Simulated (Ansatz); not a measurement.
**BGeH₅O: small, medium and large basis sets**

How large a basis does BGeH₅O need? Two functionals are run in growing sets.

Method: one geometry, several basis sets; program: Ansatz 0.2.0, Gaussian basis.

Plan: PBE0-D4/def2-SVP; ωB97M-V/def2-SVP; PBE0-D4/def2-QZVPP; ωB97M-V/def2-QZVPP; the functionals' def2-TZVPP values are taken from earlier runs.

### Step 1. Structure used throughout

An earlier PBE0-D4 in a triple-zeta def2 set relaxation fixed the geometry.

SMILES `B[O][GeH3]`, 8 atoms, charge 0, spin multiplicity 1.

Atoms are counted from 1 here; the program's logs count them from 0.

Bond lengths: B1–O2 1.341 Å, B1–H4 1.208 Å, B1–H5 1.201 Å, O2–Ge3 1.798 Å, Ge3–H6 1.533 Å, Ge3–H7 1.533 Å, Ge3–H8 1.535 Å. Angles: O2–B1–H4 120.9°, O2–B1–H5 117.8°, H4–B1–H5 121.3°, B1–O2–Ge3 126.3°, O2–Ge3–H6 105.9°, O2–Ge3–H7 105.9°, O2–Ge3–H8 108.2°, H6–Ge3–H7 111.6°, H6–Ge3–H8 112.3°, H7–Ge3–H8 112.3°.

As a file:

```xyz
8
BGeH5O
B    -0.69185    0.95239   -1.03779
O     0.38189    0.71256   -0.27160
Ge    0.62550   -0.70786    0.80271
H    -1.62315    0.18384   -1.05713
H    -0.69526    1.95357   -1.70136
H     0.81927   -0.14033    2.21320
H     1.89210   -1.40667    0.29617
H    -0.61630   -1.60460    0.70000
```

### Step 2. PBE0-D4 in def2-SVP

Input file in.yaml:

```yaml
crystal:
  periodic: [false, false, false]
  atoms:
    - {symbol: B, position_ang: [-0.691845, 0.952389, -1.037789]}
    - {symbol: O, position_ang: [0.381893, 0.712563, -0.271604]}
    - {symbol: Ge, position_ang: [0.625500, -0.707864, 0.802713]}
    - {symbol: H, position_ang: [-1.623152, 0.183840, -1.057126]}
    - {symbol: H, position_ang: [-0.695257, 1.953572, -1.701358]}
    - {symbol: H, position_ang: [0.819265, -0.140332, 2.213202]}
    - {symbol: H, position_ang: [1.892096, -1.406666, 0.296165]}
    - {symbol: H, position_ang: [-0.616301, -1.604603, 0.699995]}
basis:
  gaussian: {orbitals: def2-SVP}
hamiltonian: {xc: pbe0, dispersion: d4}
output: {orbitals: {seedname: orbitals}}
```

Launch:

```bash
ansatz run in.yaml --threads 2 --pin off --events-out ev --progress --plain --max-ram 4352MiB
```

The runs that follow: ωB97M-V in def2-SVP; PBE0-D4 in def2-QZVPP; ωB97M-V in def2-QZVPP.

Before running them: what should the planned runs give, taken together? Wanted: PBE0-D4: double and triple zeta above quadruple; ωB97M-V: double and triple zeta above quadruple.

The runs gave:

| quantity | value |
| --- | --- |
| PBE0-D4: double and triple zeta above quadruple | 11.84, 1.41 eV |
| ωB97M-V: double and triple zeta above quadruple | 11.92, 1.37 eV |

What this shows: For PBE0-D4 the step from double to triple zeta gains 10.43 eV and the next only 1.41 eV. These are total energies; as a rule much of such shifts cancels in differences, which this series doesn't test. The LUMO of ωB97M-V is positive and keeps falling with the basis (2.03 to 1.27 eV): an unbound level that the basis holds in place.
